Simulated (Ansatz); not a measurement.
**Ti5C: what a guessed cell relaxes into**

Where does this trial cell of Ti5C go when cell and atoms are let free?

Computed with Ansatz 0.2.0 (DFT PBE, scalar-relativistic, plane waves, PAW, unless a step's input says otherwise).

### Step 1. Starting point

It takes space group P6/mmm (No. 191, hexagonal). The conventional cell has a = 4.120 Å, b = 4.120 Å, c = 6.271 Å, α = 90.00°, β = 90.00°, γ = 120.00°. Ti (site symmetry 3m) has 7 Ti at 2.38 to 2.99 Å and 3 C at 2.81 Å in its first shell of neighbours. Ti (site symmetry 6/mmm) has 12 Ti at 2.89 Å and 2 C at 3.14 Å in its first shell of neighbours. Around C (site symmetry 6/mmm) lie 14 Ti at 2.81 to 3.14 Å.

As a file:

```cif
data_structure
_symmetry_space_group_name_H-M 'P6/mmm'
_symmetry_Int_Tables_number 191
_cell_length_a 4.1199
_cell_length_b 4.1199
_cell_length_c 6.2710
_cell_angle_alpha 90.000
_cell_angle_beta 90.000
_cell_angle_gamma 120.000
_cell_volume 92.18
loop_
_atom_site_label
_atom_site_type_symbol
_atom_site_symmetry_multiplicity
_atom_site_Wyckoff_symbol
_atom_site_fract_x
_atom_site_fract_y
_atom_site_fract_z
_atom_site_occupancy
Ti1 Ti 4 h 0.33333 0.66667 0.73825 1
Ti2 Ti 1 a 0.00000 0.00000 0.00000 1
C1 C 1 b 0.00000 0.00000 0.50000 1
```

Recipe of the guess: random cell by space group and Wyckoff sites (P6/mmm, No. 191). Lengths come from tabulated atomic sizes and are only a guess.

### Step 2. Probe: one point on a coarse mesh

The input, input.yaml:

```yaml
crystal:
  lattice:
    - [4.11993811, 0.0, 0.0]
    - [-2.05996906, 3.56797107, 0.0]
    - [0.0, 0.0, 6.27104906]
  atoms:
    - { symbol: Ti, position: [0.33333333, 0.66666667, 0.73825282] }
    - { symbol: Ti, position: [0.66666667, 0.33333333, 0.73825282] }
    - { symbol: Ti, position: [0.66666667, 0.33333333, 0.26174718] }
    - { symbol: Ti, position: [0.33333333, 0.66666667, 0.26174718] }
    - { symbol: Ti, position: [0.0, 0.0, 0.0] }
    - { symbol: C, position: [0.0, 0.0, 0.5] }
basis:
  ecutwfc: 420
kpoints:
  mp_grid: { grid: [6, 6, 4] }
hamiltonian:
  xc: pbe
scf:
  occupations: { method: gaussian, width: 0.1 }
  lower_state_search: "off"
output:
  forces: true
  stress: true
  eigenvalues: true
```

Started as:

```sh
> ansatz run input.yaml --threads 1 --pin off --max-ram 2560MiB --backend cpu --events-out ev --progress --plain --runs-dir out
```

The session goes on with these runs: a loose first relaxation; spin check on a coarse mesh; relaxation on the finer mesh.

**Question.** What will these runs give? Wanted: conventional cell; volume; energy over the elements; gap on the mesh.

**Answer**, as computed:

| quantity | value |
| --- | --- |
| symmetry at the end (tolerance 0.05 Å) | space group P6/mmm (No. 191) |
| conventional cell | a = 4.517 Å, b = 4.517 Å, c = 4.924 Å, α = 90.00°, β = 90.00°, γ = 120.00° |
| volume | 14.50 Å³/atom |
| energy over the elements | +0.60 eV/atom |
| gap on the mesh | none (metal) |

The space group P6/mmm (No. 191) is kept, and the volume per atom shrinks by 5.6 % from the first guess. The formation energy is positive, so the separate elements lie lower. No finished test with a distortion of lower symmetry is shown, so the end may be a saddle point. Other magnetic orders were not searched.
